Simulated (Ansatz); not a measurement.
**Mn3Si (Fm-3m): equation of state with a fit, by script**

Where is the equilibrium volume of Mn3Si (Fm-3m), and how stiff is it? A script is to give an equation of state with a fit; the system is Mn3Si (Fm-3m).

All numbers are computed with the Python package of Ansatz 0.2.0. Level of theory: DFT PBEsol+D3(BJ) with three-body term, plane waves, PAW.

**1. Starting point**

The structure is cubic, space group Fm-3m (No. 225). Conventional cell: a = 5.722 Å, b = 5.722 Å, c = 5.722 Å, α = 90.00°, β = 90.00°, γ = 90.00°. Mn (site symmetry m-3m) has 8 Mn at 2.48 Å as nearest neighbours. Mn (site symmetry -43m) is surrounded by 4 Mn at 2.48 Å and 4 Si at 2.48 Å. Si (site symmetry m-3m) has 8 Mn at 2.48 Å as nearest neighbours.

The script holds or builds the structure itself.

**2. The script**

Contents of eos.py:

```python
import warnings

import ansatz as az
import numpy as np
from scipy.optimize import curve_fit

VECTORS = np.array([
    [0.0, 2.861, 2.861],
    [2.861, 0.0, 2.861],
    [2.861, 2.861, 0.0],
])
SITES = [
    ("Mn", (0.5, 0.5, 0.5), 2.8),
    ("Mn", (0.25, 0.25, 0.25), 2.8),
    ("Mn", (0.75, 0.75, 0.75), 2.8),
    ("Si", (0.0, 0.0, 0.0), 0.0),
]


def make_crystal(cell):
    crystal = az.Crystal(lattice=az.Lattice.of(cell))
    for symbol, position, moment in SITES:
        crystal = crystal.atom(symbol, position, moment=moment or None)
    return crystal

def vinet(v, e0, v0, b0, b1):
    eta = (v / v0) ** (1 / 3)
    return e0 + 2 * b0 * v0 / (b1 - 1) ** 2 * (2 - (5 + 3 * b1 * (eta - 1) - 3 * eta) * np.exp(-1.5 * (b1 - 1) * (eta - 1)))

warnings.simplefilter("ignore", az.DeckWarning)

volumes, energies, pressures = [], [], []
for scale in np.linspace(0.88, 1.12, 7):
    cell = VECTORS * scale ** (1 / 3)
    setup = (
        make_crystal(cell).calculation()
        .functional("PBEsol", dispersion="d3bjatm")
        .pseudopotentials("paw")
        .accuracy("low")
        .occupations(az.OccupationsMethod.COLD)
        .spin("collinear")
        .mixing("broyden", ndim=6, beta=0.2)
        .scf(self_checks="low")
        .basis(500)
        .kpoints(8, 8, 8)
        .stress()
    )
    data = setup.run().report
    volumes.append(abs(np.linalg.det(cell)) / len(SITES))
    energies.append(data["free_energy_ev"] / len(SITES))
    pressures.append(np.trace(data["stress_gpa"]) / 3)
    print(f"V = {volumes[-1]:8.4f} A^3/atom  F = {energies[-1]:.5f} eV/atom  P = {pressures[-1]:8.3f} GPa")

guess = (min(energies), volumes[int(np.argmin(energies))], 0.5, 4.5)
(e0, v0, b0, b1), _ = curve_fit(vinet, np.array(volumes), np.array(energies), p0=guess, maxfev=20000)
print(f"Vinet fit: V0 = {v0:.4f} A^3/atom, B0 = {160.21766 * b0:.1f} GPa, B1 = {b1:.2f}")
print("largest residual", round(1000 * float(np.abs(vinet(np.array(volumes), e0, v0, b0, b1) - energies).max()), 3), "meV/atom")
```

**3. The input behind the calls**

The engine receives this input (first run):

```yaml
crystal:
  lattice:
    - [0.0, 2.7416504422113253, 2.7416504422113253]
    - [2.7416504422113253, 0.0, 2.7416504422113253]
    - [2.7416504422113253, 2.7416504422113253, 0.0]
  atoms:
    - { symbol: Mn, position: [0.5, 0.5, 0.5], spin: 2.8 }
    - { symbol: Mn, position: [0.25, 0.25, 0.25], spin: 2.8 }
    - { symbol: Mn, position: [0.75, 0.75, 0.75], spin: 2.8 }
    - { symbol: Si, position: [0.0, 0.0, 0.0] }
accuracy: low
basis:
  ecutwfc: 500.0
kpoints:
  mp_grid:
    grid: [8, 8, 8]
hamiltonian:
  xc: pbesol
  dispersion: d3bjatm
  pseudopotentials:
    kind: paw
magnetization:
  spin_polarized: true
scf:
  self_checks: low
  mixing:
    algorithm: broyden
    beta: 0.2
    ndim: 6
  occupations:
    method: cold
output:
  stress: true
```

**4. Running it**

Run with:

```sh
$ python eos.py
```

**Question.** Where does the minimum lie against the volume typed, and how stiff is the crystal?

The runs gave:

| quantity | value |
| --- | --- |
| runs compared | 7 |
| range of energy | 310.57 meV/atom |
| lowest point, volume (Å³/atom) | 10.772 |
| equilibrium volume (fit) | 10.56 Å³/atom |
| bulk modulus (fit) | 235 GPa |

In words: A third-order Birch-Murnaghan fit through the 7 points (the script's own form differs a little) has its minimum at 10.56 Å³ an atom, 9.8 % below the typed cell, with a bulk modulus of 235 GPa. From that minimum the energy rises by 4.6 meV an atom on the compressed side and 313.8 meV on the expanded side. The window is off centre, so dB/dP is rough. Caveats:
- The SCF didn't keep the moments it started from (some shrank, vanished or turned); what is printed is the state reached.
- The mesh is modest for a metal, so energies can be off by several to tens of meV an atom and pressures by half a GPa or more; differences at equal mesh fare better.
- Pressure is positive in compression.
- At these settings the cell as given stands under about -20 GPa, so it isn't at this functional's equilibrium volume. The starting moments were not kept in at least one run, so it stands on a weaker or other magnetic state than the one typed.
